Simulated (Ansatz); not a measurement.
**SnAs: lattice vibrations**

How does the lattice vibrate, and how do the modes shift with volume? Displacements sample a 2×2×2 mesh. Runs: reference run (LAPW); volume scaled by 0.985 (LAPW); volume scaled by 1.015 (LAPW); mode Grüneisen parameters (LAPW). Companion runs by PAW are cited.

The COD entry's cell or inner coordinates are ideal or old and differ from later refinements, so a difference from it is no clean test against experiment.

Computed with Ansatz 0.2.0 (DFT PBEsol, all-electron LAPW, scalar-relativistic unless said, unless a step's input says otherwise).

1 further run of the same task is left out (it didn't finish).

### Step 1. Starting point

It takes space group Fm-3m (No. 225, cubic). The conventional cell has a = 5.716 Å, b = 5.716 Å, c = 5.716 Å, α = 90.00°, β = 90.00°, γ = 90.00°. Around Sn (site symmetry m-3m) lie 6 As at 2.86 Å. As (site symmetry m-3m) has 6 Sn at 2.86 Å as nearest neighbours.

As a file:

```cif
data_structure
_symmetry_space_group_name_H-M 'P 1'
_symmetry_Int_Tables_number 1
_cell_length_a 4.0417
_cell_length_b 4.0417
_cell_length_c 4.0417
_cell_angle_alpha 60.000
_cell_angle_beta 60.000
_cell_angle_gamma 60.000
_cell_volume 46.68
loop_
_atom_site_label
_atom_site_type_symbol
_atom_site_fract_x
_atom_site_fract_y
_atom_site_fract_z
_atom_site_occupancy
Sn1 Sn 0.00000 0.00000 0.00000 1
As1 As 0.50000 0.50000 0.50000 1
```

Cartesian axes are those of the input's lattice vectors. The structure goes back to a database entry.

### Step 2. Reference run, LAPW

The input, input.yaml:

```yaml
crystal:
  lattice:
    - [0.0, 2.85788079154, 2.85788079154]
    - [2.85788079154, 0.0, 2.85788079154]
    - [2.85788079154, 2.85788079154, 0.0]
  atoms:
    - { symbol: Sn, position: [0.0, 0.0, 0.0] }
    - { symbol: As, position: [0.5, 0.5, 0.5] }
kpoints:
  mp_grid: { grid: [10, 10, 10] }
scf:
  occupations: { method: fermi_dirac, width: 0.1 }
hamiltonian:
  xc: pbesol
  pseudopotentials: { kind: all_electron, lapw: { basis_error: 0.0005 } }
phonons:
  qmesh: [2, 2, 2]
  qpath:
    path:
      - [0.0, 0.0, 0.0]
      - [0.5, 0.0, 0.5]
      - [0.625, 0.25, 0.625]
      - [0.375, 0.375, 0.75]
      - [0.0, 0.0, 0.0]
      - [0.5, 0.5, 0.5]
      - [0.5, 0.25, 0.75]
      - [0.5, 0.0, 0.5]
    npoints: 6
  temperatures: { t_min: 0, t_max: 1000, t_step: 100 }
```

Run with:

```sh
ansatz run input.yaml --threads 1 --pin off --max-ram 3072MiB --backend cpu --events-out ev --progress --plain --runs-dir out
```

The log of the run, shortened:

```text
LAPW: plane waves up to 8.305 Å⁻¹, error target 5.0e-4 eV per atom; small_component_spin mean_spin; As in spheres of 1.342 Å, 23 of its electrons in bands, Dirac shells []; Sn in spheres of 1.430 Å, 22 of its electrons in bands, Dirac shells [] (how accurate: [...]
Pseudopotentials: kind: all_electron
Pseudopotential: Sn, LAPW, valence charge 22, lapw/all_electron/scalar/gaussian/Sn, Koelling and Harmon's equation, gaussian nucleus
Pseudopotential: As, LAPW, valence charge 23, lapw/all_electron/scalar/gaussian/As, Koelling and Harmon's equation, gaussian nucleus
Functional definition: PBEsol
[...]
Crystal: 4 atoms, lattice volume = 93.367 Å³
Basis set: ecut = 262.776227488766 eV, 919 PW (Γ), FFT grids on a1, a2, −a1+a2+a3, exchange–correlation at level 2
Bands: 54, of which v1, the nominal top of the filled ones, is band 45 counted from 1 (44 counted from 0)
Symmetry: 32 space group operations
k-points: 63 of 500
[...]
SCF iter   1: F=—  HF=-458992.293564 eV  |F-HF|=—  |Δ(HF+E_count)|=         —  Δρ=1.96e-2  dr2=6.40e-1  ethr=7.10e-4  ⟨swp⟩=2.3  Hψ=21461  notcnv=0
[...]
phonons: the bands overlap, so this run is a metal and interpolates without the dipole-dipole term. If the crystal is really an insulator or semiconductor, its LO-TO splitting is missing
Symmetry: 2 space group operations
[...]
  ASR residual per site (eV/Å²): 2.45e-4 3.29e-4
  Γ frequencies (cm⁻¹): 0.00 0.00 0.00 89.69 89.69 89.69
--- Phonons (by wavevector): 3 wavevectors in 2 supercells ---
  supercell 1 (2 cells, vectors [1, 0, 0], [0, 1, -1], [0, 0, 2] in multiples of the cell's): 2 displaced members by 0.01 Å; free energy -458992.075679 eV; taken off its force constants: by the sum rule 1.9e-4, by the symmetrisation 3.9e-4 eV/Å²
  symmetry images taken by strict's conditions (phonons.symmetry_images: auto; settled by no image being taken that strict refuses)
  supercell 2 (2 cells, vectors [1, 0, 0], [0, 1, 0], [0, 0, 2] in multiples of the cell's): 2 displaced members by 0.01 Å; free energy -458992.075679 eV; taken off its force constants: by the sum rule 3.3e-4, by the symmetrisation 1.9e-5 eV/Å²; Γ matrix within 8.8e-4 eV/Å² of supercell 1's
  symmetry images taken by strict's conditions (phonons.symmetry_images: auto; settled by no image being taken that strict refuses)
  q = [0.0000, 0.0000, 0.0000] (star 1, supercell 1; hermiticity 6.25e-51, symmetrization 1.67e-4): -0.00 0.00 0.00 89.69 89.69 89.69
  q = [0.0000, 0.0000, -0.5000] (star 4, supercell 2; hermiticity 1.62e-16, symmetrization 8.90e-16): 106.13 106.13 133.69 133.69 143.66 151.63
  q = [0.0000, -0.5000, -0.5000] (star 3, supercell 1; hermiticity 1.48e-16, symmetrization 6.49e-16): 42.16 42.16 59.82 119.65 119.65 155.30
  joined force constants: q→R imaginary residual 3.26e-17
  density of states and harmonic sums: on the 20×20×20 q-mesh, interpolated from the force constants of a 2×2×2 supercell (no non-analytic term)
  largest difference from the sums on the solved wave vectors: F 4.94e-2 eV, S 8.17e-5 and C_V 3.23e-5 eV/K
[...]
```

Wall time 7.9 min (1 thread of Intel Xeon 6975P-C (Granite Rapids), shared host); peak memory 1.3 GiB.

Wavenumbers in cm⁻¹ (negative: unstable):

```csv
q,modes
Γ,0.0 0.0 0.0 89.7 89.7 89.7
L,106.1 106.1 133.7 133.7 143.7 151.6
X,42.2 42.2 59.8 119.7 119.7 155.3
```

```csv
T (K),F (eV/cell),S (k_B/atom),C_V (k_B/atom)
0,0.0407,0.00,0.00
100,0.0270,2.06,2.43
200,-0.0259,3.91,2.84
300,-0.1041,5.09,2.93
400,-0.1993,5.93,2.96
500,-0.3075,6.59,2.97
600,-0.4260,7.14,2.98
700,-0.5531,7.60,2.99
800,-0.6875,8.00,2.99
900,-0.8284,8.35,2.99
1000,-0.9751,8.66,2.99
```

### Step 3. Volume scaled by 0.985, LAPW

Edit input.yaml of step 2 so:

```diff
@@ -2,5 +2,5 @@
   lattice:
-    - [0.0, 2.85788079154, 2.85788079154]
-    - [2.85788079154, 0.0, 2.85788079154]
-    - [2.85788079154, 2.85788079154, 0.0]
+    - [0.0, 2.84351933915, 2.84351933915]
+    - [2.84351933915, 0.0, 2.84351933915]
+    - [2.84351933915, 2.84351933915, 0.0]
   atoms:
```

Run with:

```sh
ansatz run input.yaml --threads 1 --pin off --max-ram 3072MiB --backend cpu --events-out ev --progress --plain --runs-dir out
```

The log of the run, shortened:

```text
LAPW: plane waves up to 8.359 Å⁻¹, error target 5.0e-4 eV per atom; small_component_spin mean_spin; As in spheres of 1.336 Å, 23 of its electrons in bands, Dirac shells []; Sn in spheres of 1.422 Å, 22 of its electrons in bands, Dirac shells [] (how accurate: [...]
[... 4 set-up lines as earlier in the session ...]
[...]
Crystal: 4 atoms, lattice volume = 91.966 Å³
Basis set: ecut = 266.18784556418944 eV, 919 PW (Γ), FFT grids on a1, a2, −a1+a2+a3, exchange–correlation at level 2
Bands: 54, of which v1, the nominal top of the filled ones, is band 45 counted from 1 (44 counted from 0)
[...]
  symmetry images taken by strict's conditions (phonons.symmetry_images: auto; settled by no image being taken that strict refuses)
  q = [0.0000, 0.0000, 0.0000] (star 1, supercell 1; hermiticity 1.15e-50, symmetrization 1.61e-4): -0.00 0.00 0.00 97.07 97.07 97.07
  q = [0.0000, 0.0000, -0.5000] (star 4, supercell 2; hermiticity 1.54e-16, symmetrization 1.04e-15): 109.17 109.17 137.76 137.76 148.19 154.99
  q = [0.0000, -0.5000, -0.5000] (star 3, supercell 1; hermiticity 1.40e-16, symmetrization 5.95e-16): 42.39 42.39 60.39 126.69 126.69 161.98
  joined force constants: q→R imaginary residual 3.48e-17
  density of states and harmonic sums: on the 20×20×20 q-mesh, interpolated from the force constants of a 2×2×2 supercell (no non-analytic term)
  largest difference from the sums on the solved wave vectors: F 4.89e-2 eV, S 8.12e-5 and C_V 3.23e-5 eV/K
[...]
```

Wall time 8.2 min (1 thread of Intel Xeon 6975P-C (Granite Rapids), shared host); peak memory 1.3 GiB.

Wavenumbers in cm⁻¹ (negative: unstable):

```csv
q,modes
Γ,0.0 0.0 0.0 97.1 97.1 97.1
L,109.2 109.2 137.8 137.8 148.2 155.0
X,42.4 42.4 60.4 126.7 126.7 162.0
```

### Step 4. Volume scaled by 1.015, LAPW

Edit input.yaml of step 3 so:

```diff
@@ -2,5 +2,5 @@
   lattice:
-    - [0.0, 2.84351933915, 2.84351933915]
-    - [2.84351933915, 0.0, 2.84351933915]
-    - [2.84351933915, 2.84351933915, 0.0]
+    - [0.0, 2.87209933798, 2.87209933798]
+    - [2.87209933798, 0.0, 2.87209933798]
+    - [2.87209933798, 2.87209933798, 0.0]
   atoms:
```

Run with:

```sh
ansatz run input.yaml --threads 1 --pin off --max-ram 3072MiB --backend cpu --events-out ev --progress --plain --runs-dir out
```

The log of the run, shortened:

```text
LAPW: plane waves up to 8.252 Å⁻¹, error target 5.0e-4 eV per atom; small_component_spin mean_spin; As in spheres of 1.349 Å, 23 of its electrons in bands, Dirac shells []; Sn in spheres of 1.437 Å, 22 of its electrons in bands, Dirac shells [] (how accurate: [...]
[... 4 set-up lines as earlier in the session ...]
[...]
Crystal: 4 atoms, lattice volume = 94.767 Å³
Basis set: ecut = 259.4367605102623 eV, 903 PW (Γ), FFT grids on a1, a2, −a1+a2+a3, exchange–correlation at level 2
Bands: 54, of which v1, the nominal top of the filled ones, is band 45 counted from 1 (44 counted from 0)
[...]
  symmetry images taken by strict's conditions (phonons.symmetry_images: auto; settled by no image being taken that strict refuses)
  q = [0.0000, 0.0000, 0.0000] (star 1, supercell 1; hermiticity 1.37e-50, symmetrization 1.72e-4): -0.00 0.00 0.00 82.12 82.12 82.12
  q = [0.0000, 0.0000, -0.5000] (star 4, supercell 2; hermiticity 1.70e-16, symmetrization 9.55e-16): 103.15 103.15 129.69 129.69 139.25 148.33
  q = [0.0000, -0.5000, -0.5000] (star 3, supercell 1; hermiticity 1.56e-16, symmetrization 3.55e-16): 41.80 41.80 59.15 112.65 112.65 148.75
  joined force constants: q→R imaginary residual 3.04e-17
  density of states and harmonic sums: on the 20×20×20 q-mesh, interpolated from the force constants of a 2×2×2 supercell (no non-analytic term)
  largest difference from the sums on the solved wave vectors: F 4.96e-2 eV, S 8.18e-5 and C_V 3.23e-5 eV/K
[...]
```

It took 9.6 min on 1 thread of Intel Xeon 6975P-C (Granite Rapids), shared host; peak memory 1.3 GiB.

Wavenumbers in cm⁻¹ (negative: unstable):

```csv
q,modes
Γ,0.0 0.0 0.0 82.1 82.1 82.1
L,103.2 103.2 129.7 129.7 139.2 148.3
X,41.8 41.8 59.1 112.7 112.7 148.8
```

### Step 5. Mode Grüneisen parameters, LAPW

These follow from the three phonon runs above, mode by mode: γ = −d ln ω / d ln V.

```csv
q,wavenumber (cm⁻¹),γ
Γ,89.7 ×3,5.55
L,106.1 ×2,1.89
L,133.7 ×2,2.02
L,143.7,2.08
L,151.6,1.47
X,42.2 ×2,0.46
X,59.8,0.68
X,119.7 ×2,3.91
X,155.3,2.84
```

### Step 6. All runs together

PAW rows come from companion runs at the same settings.

| run | volume (Å³/atom) | lowest on the mesh (cm⁻¹) | highest on the mesh, without the LO shift (cm⁻¹) | zero-point energy (meV/atom) |
| --- | --- | --- | --- | --- |
| reference run, LAPW | 23.342 | 0.0 | 155.3 | 20.3 |
| volume scaled by 0.985, LAPW | 22.992 | 0.0 | 162.0 | 21.0 |
| volume scaled by 1.015, LAPW | 23.692 | 0.0 | 148.8 | 19.6 |
| reference run, PAW | 23.342 | 0.0 | 155.3 | 20.3 |
| volume scaled by 0.985, PAW | 22.992 | 0.0 | 162.0 | 21.0 |
| volume scaled by 1.015, PAW | 23.692 | 0.0 | 148.8 | 19.7 |

Optical modes at Γ (point group m-3m), without the LO shift:

```csv
cm⁻¹,modes,symmetry,active in,moves most
89.7,3,T1u,infrared,As
```

### Step 7. Outcome

| quantity | value |
| --- | --- |
| highest mode on the mesh, without the LO shift (LAPW) | 155 cm⁻¹ |
| optical modes at Γ | 90 (T1u) cm⁻¹ |
| mean Grüneisen parameter at 300 K (LAPW) | 2.19 |

In words: No mode on the mesh is unstable; the highest lies at 155 cm⁻¹ by LAPW. Weighted by heat capacity at 300 K the mean Grüneisen parameter of the sampled modes is 2.19, which points to expansion on heating. PAW differs from LAPW by at most 0.1 cm⁻¹. Each set of modes is computed in the harmonic approximation. Cautions: responses of metals move with mesh and smearing.
